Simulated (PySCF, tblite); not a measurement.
# C7H13BO2: geometry, infrared bands and NMR shifts

Aim: predict the infrared bands and NMR shifts of C7H13BO2 (`CB(C)[C@@H]1CCOC(=O)C1`).

The runs use tblite 0.8.0 and PySCF 2.14.0, with density-fitted response routines of our own; the level of theory stands in each step. All values are computed, except where a source is named. Atoms are numbered from 0 throughout.

## (1) The molecule as given

23 atoms, charge 0, multiplicity 1; geometry from: force field or distance geometry start.

Bonds of the start (Å): C0–B1 1.58, B1–C2 1.58, B1–C3 1.58, C3–C4 1.52, C4–C5 1.50, C5–O6 1.42, O6–C7 1.39, C7–O8 1.26, C7–C9 1.48, C9–C3 1.51, C0–H10 1.11, C0–H11 1.10, C0–H12 1.08, C2–H13 1.11, C2–H14 1.12, C2–H15 1.11, C3–H16 1.12, C4–H17 1.12, C4–H18 1.10, C5–H19 1.10, C5–H20 1.12, C9–H21 1.11, C9–H22 1.10.

## (2) Relaxing the molecule with GFN2-xTB

What the job is given:

```
{"job": {"kind": "relax", "xc": "GFN2-xTB", "basis": "xTB"}, "charge": 0, "multiplicity": 1}
C      2.304900     1.030900    -0.231300
B      1.341700    -0.206800    -0.020300
C      1.897400    -1.614600    -0.488100
C     -0.112600    -0.031600     0.579300
C     -1.095500    -0.964300    -0.119300
C     -2.483100    -0.746500     0.420600
O     -2.837500     0.631400     0.394800
C     -1.904200     1.577300    -0.009300
O     -2.199100     2.558400    -0.741100
C     -0.497000     1.416600     0.427000
H      2.077200     1.528100    -1.193000
H      2.200900     1.693700     0.645200
H      3.321500     0.653300    -0.246600
H      2.896700    -1.544100    -0.956900
H      1.149900    -2.021300    -1.215900
H      1.863400    -2.290800     0.391600
H     -0.109400    -0.337500     1.658000
H     -0.761000    -2.027300    -0.009500
H     -1.091500    -0.694600    -1.190500
H     -3.171600    -1.244800    -0.282100
H     -2.623900    -1.208800     1.426300
H     -0.361000     2.010300     1.359900
H      0.189000     1.860300    -0.315800
```

Launch:

```console
> OMP_NUM_THREADS=1 python probes_run.py task.json out
```

This one command runs all jobs of the session in turn.

**Question.** This job is followed by: GFN2-xTB harmonic vibrations, gas phase; GIAO PBE0/pcSseg-1 NMR shielding, non-relativistic, gas phase. What will the session give for the following? strongest single infrared mode (GFN2-xTB); zero-point energy (GFN2-xTB); ¹³C shifts against TMS (PBE0/pcSseg-1, means over atoms taken as alike); ¹H shifts against TMS (PBE0/pcSseg-1, means over atoms taken as alike); ¹¹B shifts against BF3·OEt2 (PBE0/pcSseg-1); ¹⁷O shifts against H2O (PBE0/pcSseg-1); surface potential, 1st and 99th percentile.

**Answer**, as computed:

```
                                                               quantity                                               value
                              strongest single infrared mode (GFN2-xTB)                               1755 cm⁻¹, 525 km/mol
                                           zero-point energy (GFN2-xTB)                                      119.7 kcal/mol
¹³C shifts against TMS (PBE0/pcSseg-1, means over atoms taken as alike)             172.0, 72.6, 37.1, 34.6, 29.8, 14.2 ppm
 ¹H shifts against TMS (PBE0/pcSseg-1, means over atoms taken as alike)  4.70, 4.31, 2.95, 1.92, 1.80, 1.38, 1.05, 0.97 ppm
                            ¹¹B shifts against BF3·OEt2 (PBE0/pcSseg-1)                                            89.9 ppm
                                 ¹⁷O shifts against H2O (PBE0/pcSseg-1)                                    465.7, 209.4 ppm
                                  surface potential, 1st and 99th percentile                                  -2.09 V and 1.32 V
```

**Reading.** Relaxing lowered the energy by 0.889 eV in 153 steps; the close pair that moved most is C7–O8, from 1.259 to 1.203 Å. All 63 modes are real, so the xTB geometry is a minimum. The strongest single mode, at 1755 cm⁻¹, moves mainly C7 and O8. GFN2-xTB is a fitted tight-binding method: band positions and strengths are rough. Its intensities can rank the bands wrongly. C7 (ester carbonyl carbon) lies farthest downfield among carbon, at 172.0 ppm; it is a carbonyl in resonance with an O or N lone pair, the region of acids, esters and amides. At PBE0/pcSseg-1: Shielding is most anisotropic at O8 (span 699 ppm, paramagnetic term -526 ppm). By nearest atom (PBE0/pcSseg-1), the HOMO sits on O8 58 %; C9 8 % and the LUMO on B1 54 %; H10, H15, H16 about 7 % each.
